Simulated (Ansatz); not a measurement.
# C₃H₉FSi: a ladder of functionals and wavefunction methods

The task here is to estimate one member of a computed series from the others.

The runs use Ansatz 0.2.0, Gaussian basis; functionals in def2-TZVPP, the program's frozen cores in correlated methods.

The runs, in order: LDA (SPW92), PBE-D4, revPBE-D4, BLYP-D4, r2SCAN-D4, B97M-V, PBE0-D4, B3LYP-D4, r2SCANh-D4, r2SCAN0-D4, HSE06-D4, BHLYP-D4, CAM-B3LYP-D4, LC-ωPBE, ωB97X-V, ωB97M-V, B2PLYP, PBE-QIDH; CCSD(T)/def2-SVP; CCSD(T)/def2-TZVPP; MP2/def2-QZVPP; extrapolation to the limit; RPA on PBE.

## The relaxed structure

All runs share one geometry, relaxed beforehand with PBE0-D4 in a triple-zeta def2 set.

SMILES `C[Si](C)(C)F`, 14 atoms, charge 0, spin multiplicity 1.

Atoms are counted from 1 here; the program's logs count them from 0.

Bond lengths: C1–Si2 1.860 Å, C1–H6 1.093 Å, C1–H7 1.094 Å, C1–H8 1.093 Å, Si2–C3 1.860 Å, Si2–C4 1.860 Å, Si2–F5 1.613 Å, C3–H9 1.093 Å, C3–H10 1.093 Å, C3–H11 1.094 Å, C4–H12 1.094 Å, C4–H13 1.093 Å, C4–H14 1.093 Å. Angles: Si2–C1–H6 111.1°, Si2–C1–H7 110.8°, Si2–C1–H8 111.1°, H6–C1–H7 107.9°, H6–C1–H8 108.0°, H7–C1–H8 107.9°, C1–Si2–C3 111.6°, C1–Si2–C4 111.6°, C1–Si2–F5 107.3°, C3–Si2–C4 111.6°, C3–Si2–F5 107.3°, C4–Si2–F5 107.3°, Si2–C3–H9 111.1°, Si2–C3–H10 111.1°, Si2–C3–H11 110.8°, H9–C3–H10 108.0°, H9–C3–H11 107.9°, H10–C3–H11 107.9° and more.

The first run:

File in.yaml:

```yaml
crystal:
  periodic: [false, false, false]
  atoms:
    - {symbol: C, position_ang: [-1.684185, 0.556352, 0.162049]}
    - {symbol: Si, position_ang: [0.117796, 0.334474, -0.244088]}
    - {symbol: C, position_ang: [1.174329, 0.370788, 1.286838]}
    - {symbol: C, position_ang: [0.410017, -1.208698, -1.241357]}
    - {symbol: F, position_ang: [0.559495, 1.586890, -1.160084]}
    - {symbol: H, position_ang: [-1.852311, 1.488844, 0.706609]}
    - {symbol: H, position_ang: [-2.046180, -0.266289, 0.785179]}
    - {symbol: H, position_ang: [-2.291415, 0.581552, -0.746242]}
    - {symbol: H, position_ang: [1.031357, 1.301905, 1.840853]}
    - {symbol: H, position_ang: [2.234431, 0.287230, 1.034731]}
    - {symbol: H, position_ang: [0.921340, -0.458639, 1.953262]}
    - {symbol: H, position_ang: [0.129911, -2.098778, -0.670946]}
    - {symbol: H, position_ang: [1.463148, -1.304665, -1.517161]}
    - {symbol: H, position_ang: [-0.180435, -1.199966, -2.160943]}
basis:
  gaussian: {orbitals: def2-TZVPP}
hamiltonian: {xc: lda}
output: {orbitals: {seedname: orbitals}}
```

Among the steps run: LDA; PBE-D4 (GGA); revPBE-D4 (GGA); BLYP-D4 (GGA); r2SCAN-D4 (meta-GGA); B97M-V (meta-GGA); PBE0-D4 (hybrid); B3LYP-D4 (hybrid); r2SCANh-D4 (hybrid); r2SCAN0-D4 (hybrid); HSE06-D4 (hybrid); BHLYP-D4 (hybrid); CAM-B3LYP-D4 (range-separated); LC-ωPBE-D4 (range-separated; the results give it without D4); ωB97X-V (range-separated); ωB97M-V (range-separated); B2PLYP (double hybrid); PBE-QIDH (double hybrid).

One table of the session follows, with a row left open; its other results are not shown here.

It belongs to the step «Frontier levels by functional». 

```
  functional  HOMO (eV)  LUMO (eV)  gap (eV)
 LDA (SPW92)      -7.32       0.03      7.35
      PBE-D4      -7.20       0.16      7.36
   revPBE-D4      -7.15       0.24      7.39
     BLYP-D4      -7.11       0.13      7.24
   r2SCAN-D4      -7.51       0.99      8.50
      B97M-V      -7.59       0.28      7.87
     PBE0-D4      -8.58       0.92      9.50
    B3LYP-D4      -8.38       0.58      8.95
  r2SCANh-D4      -8.02       1.19      9.21
  r2SCAN0-D4      -8.79       1.47     10.26
    HSE06-D4      -8.18       0.56      8.74
    BHLYP-D4          ?          ?         ?
CAM-B3LYP-D4     -10.00       1.64     11.64
     LC-ωPBE     -11.35       2.96     14.31
     ωB97X-V     -11.00       2.71     13.71
     ωB97M-V     -10.85       2.28     13.12
```

**Question.** Estimate the row for BHLYP-D4.

Worked estimate for «HOMO (eV)». Against the share of exact exchange, BLYP-D4 (0, -7.11), B3LYP-D4 (0.2, -8.38) give a slope of -6.35 per unit share; at 0.5 the line stands at -10.28.

The run gave: HOMO (eV): -9.90; LUMO (eV): 1.46; gap (eV): 11.35. In «HOMO (eV)» the line misses by -0.38.
